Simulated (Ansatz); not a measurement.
# CoSi: the cost of one run

Computed with Ansatz 0.2.0, Gaussian basis. Level: def2-TZVPP, core rule «outside noble gas», up to 14 orbitals frozen.

The runs, in order: UHF; ROHF; CCSD(T) on UHF.

## 1. The system

The geometry is a PBE0/def2-TZVP stationary point (not a proven minimum).

2 atoms, charge 0, spin multiplicity 4.

Atoms are counted from 1 here; the program's logs count them from 0.

Bond lengths: Co1–Si2 2.231 Å.

## 2. UHF

Contents of in.yaml:

```yaml
crystal:
  periodic: [false, false, false]
  atoms:
    - {symbol: Co, position_ang: [0.000000, 0.000000, 0.000000]}
    - {symbol: Si, position_ang: [0.000000, 0.000000, 2.230600]}
basis:
  gaussian: {orbitals: def2-TZVPP}
magnetization: {spin_polarized: true, initial_magnetization: 3}
hamiltonian: {xc: hf}
output: {orbitals: {seedname: orbitals}}
```

Run with:

```console
$ ansatz run in.yaml --threads 1 --pin off --events-out ev --progress --plain --max-ram 4096MiB --backend cpu
```

What time and memory should one allow on 1 thread of AMD EPYC 7R13, shared host?

About 80 s, with a peak of 0.35 GiB.
